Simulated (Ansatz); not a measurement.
A first try at harmonic frequencies at the relaxed geometry of GeH7NSi, SMILES N[SiH2][GeH3], using the Python package of Ansatz (0.2.0).

`geh7nsi_freq.py`
```python
# -*- coding: utf-8 -*-
import itertools

import ansatz as az
from ase import Atoms
from ase.data import atomic_numbers, covalent_radii
import numpy as np

atoms = Atoms(['N', 'Si', 'Ge', 'H', 'H', 'H', 'H', 'H', 'H', 'H'], positions=[
    [-1.6047, 0.499, -0.6223],
    [0.0946, 0.7556, -0.3423],
    [0.85, -0.9943, 0.932],
    [-1.6864, -0.3288, -1.1844],
    [-1.9486, 1.3171, -1.2789],
    [0.3251, 2.0419, 0.3669],
    [0.8392, 0.7819, -1.6228],
    [0.6759, -2.3138, 0.191],
    [0.1345, -0.9987, 2.343],
    [2.4035, -0.811, 1.2207],
])
geh7nsi = az.Crystal.molecule_from_ase(atoms)

setup = geh7nsi.calculation().functional('PBE0')
symbols = [site.symbol for site in geh7nsi.cartesian_sites]
start = np.array([site.position_ang for site in geh7nsi.cartesian_sites], dtype=float)
rep = setup.relax(force_tolerance=0.003, max_steps=30).run().report
end = np.array(rep['positions_ang'])

radius = [covalent_radii[atomic_numbers[s]] for s in symbols]
span = lambda where, i, j: np.linalg.norm(where[i] - where[j])
bonded = [(i, j) for i, j in itertools.combinations(range(len(symbols)), 2) if min(span(start, i, j), span(end, i, j)) < 1.2 * (radius[i] + radius[j])]
print('pair        before    after (A)')
for i, j in bonded:
    print(f'{symbols[i]}{i}-{symbols[j]}{j}'.ljust(10), f'{span(start, i, j):8.4f} {span(end, i, j):8.4f}')
for first, second in list(itertools.combinations(bonded, 2)):
    shared = set(first) & set(second)
    if shared and symbols[(j := shared.pop())] != 'H':
        i, k = sorted((set(first) | set(second)) - {j})
        u, v = end[i] - end[j], end[k] - end[j]
        angle = np.degrees(np.arccos(np.clip(u @ v / np.linalg.norm(u) / np.linalg.norm(v), -1, 1)))
        print(f'final angle {symbols[i]}{i}-{symbols[j]}{j}-{symbols[k]}{k}: {angle:.2f} deg')

minimum = az.Crystal.molecule()
for symbol, place in zip(symbols, end):
    minimum = minimum.atom(symbol, place.tolist())
vibrating = (
    minimum.calculation()
    .functional('PBE0')
    .phonons(temperatures=(100, 500, 100))
)
vib = vibrating.run().report['vibrations']
sums = vib['harmonic_sums']
modes = [m['omega_inv_cm'] for m in sums['modes_at_gamma'] if m['rigid_motion'] == 'no']
for number, w in enumerate(modes, start=1):
    print(f'mode {number:2d} {w:9.1f} 1/cm {w / 8065.544 * 1000:8.2f} meV')
print('imaginary modes:', sum(w < 0 for w in modes), ' zero-point energy:', round(sums['zero_point_energy_ev'], 4), 'eV')
print('T (K)   F_vib (eV)   S_vib (meV/K)   C_vib (meV/K)')
for row in zip(sums['temperatures_k'], sums['vibrational_free_energy_ev'], vib['entropy_ev_per_k'], vib['heat_capacity_ev_per_k']):
    print(f'{row[0]:6.1f} {row[1]:11.4f} {1000 * row[2]:13.4f} {1000 * row[3]:15.4f}')

heavier = vibrating.phonons(masses={'H': 2.014102}).run().report['vibrations']['harmonic_sums']
print('deuterated (1/cm):', ' '.join(f'{m["omega_inv_cm"]:.0f}' for m in heavier['modes_at_gamma'] if m['rigid_motion'] == 'no'))
print('zero-point energy falls by', round(sums['zero_point_energy_ev'] - heavier['zero_point_energy_ev'], 4), 'eV')
```

```console
$ python geh7nsi_freq.py
Traceback (most recent call last):
  File "geh7nsi_freq.py", line 26, in <module>
    rep = setup.relax(force_tolerance=0.003, max_steps=30).run().report
          ~~~~~~~~~~~~~~~~~~~~~~~~~~~~~~~~~~~~~~~~~~~~~~~~~~~~^^
  ...
ansatz.RefusalError: crystal.periodic: [false, false, false] — plane waves serve no molecule in free space; run it in a periodic box (the manual's SCF settings, § Molecules in a box). Leave crystal.periodic out and type crystal.lattice, kpoints, scf.occupations.method, an open shell's moments and, for an ion, output.charged_corrections. Or set basis.gaussian
```
(Library frames cut from the traceback.)

What is wrong, and how is it mended?

The fault: no basis is stated. The correction:

```diff
--- before
+++ after
@@ -22,6 +22,6 @@
 
-setup = geh7nsi.calculation().functional('PBE0')
+setup = geh7nsi.calculation().basis(gaussian='def2-SVP').functional('PBE0')
 symbols = [site.symbol for site in geh7nsi.cartesian_sites]
 start = np.array([site.position_ang for site in geh7nsi.cartesian_sites], dtype=float)
-rep = setup.relax(force_tolerance=0.003, max_steps=30).run().report
+rep = setup.relax(force_tolerance=0.003, max_steps=100).run().report
 end = np.array(rep['positions_ang'])
@@ -47,2 +47,3 @@
     minimum.calculation()
+    .basis(gaussian='def2-SVP')
     .functional('PBE0')
```

After the fix:

```console
$ python geh7nsi_freq.py
pair        before    after (A)
N0-Si1       1.7412   1.7367
N0-H3        1.0039   1.0143
N0-H4        1.1039   1.0148
Si1-Ge2      2.2927   2.3827
Si1-H5       1.4868   1.4952
Si1-H6       1.4815   1.5050
Ge2-H7       1.5233   1.5438
Ge2-H8       1.5820   1.5406
Ge2-H9       1.5907   1.5417
final angle Si1-N0-H3: 119.05 deg
final angle Si1-N0-H4: 119.07 deg
final angle N0-Si1-Ge2: 107.91 deg
final angle N0-Si1-H5: 107.59 deg
final angle N0-Si1-H6: 116.35 deg
final angle H3-N0-H4: 110.29 deg
final angle Ge2-Si1-H5: 110.48 deg
final angle Ge2-Si1-H6: 107.89 deg
final angle Si1-Ge2-H7: 110.31 deg
final angle Si1-Ge2-H8: 111.45 deg
final angle Si1-Ge2-H9: 111.30 deg
final angle H5-Si1-H6: 106.59 deg
final angle H7-Ge2-H8: 107.69 deg
final angle H7-Ge2-H9: 107.62 deg
final angle H8-Ge2-H9: 108.33 deg
mode  1      92.3 1/cm    11.45 meV
mode  2     141.9 1/cm    17.59 meV
mode  3     211.2 1/cm    26.18 meV
mode  4     349.5 1/cm    43.34 meV
mode  5     365.2 1/cm    45.27 meV
mode  6     407.7 1/cm    50.55 meV
mode  7     470.8 1/cm    58.38 meV
mode  8     581.1 1/cm    72.05 meV
mode  9     683.2 1/cm    84.71 meV
mode 10     781.3 1/cm    96.86 meV
mode 11     804.4 1/cm    99.73 meV
mode 12     854.1 1/cm   105.90 meV
mode 13     888.0 1/cm   110.10 meV
mode 14     892.1 1/cm   110.60 meV
mode 15     919.0 1/cm   113.94 meV
mode 16     971.1 1/cm   120.40 meV
mode 17    1548.1 1/cm   191.93 meV
mode 18    2134.4 1/cm   264.64 meV
mode 19    2146.3 1/cm   266.11 meV
mode 20    2152.0 1/cm   266.81 meV
mode 21    2164.6 1/cm   268.37 meV
mode 22    2226.9 1/cm   276.10 meV
mode 23    3601.3 1/cm   446.50 meV
mode 24    3699.5 1/cm   458.69 meV
imaginary modes: 0  zero-point energy: 1.8031 eV
T (K)   F_vib (eV)   S_vib (meV/K)   C_vib (meV/K)
 100.0      1.7987        0.1324          0.2205
 200.0      1.7738        0.3711          0.5014
 300.0      1.7240        0.6249          0.7592
 400.0      1.6490        0.8721          0.9599
 500.0      1.5501        1.1036          1.1147
deuterated (1/cm): 68 121 156 261 308 317 368 444 494 567 600 631 633 692 711 809 1159 1516 1529 1534 1556 1602 2605 2729
zero-point energy falls by 0.4758 eV
```

The frequencies are harmonic and unscaled, in a modest basis. Finished in 7.2 min on 1 thread of Arm Neoverse V1 (shared host), peak memory 0.3 GiB.
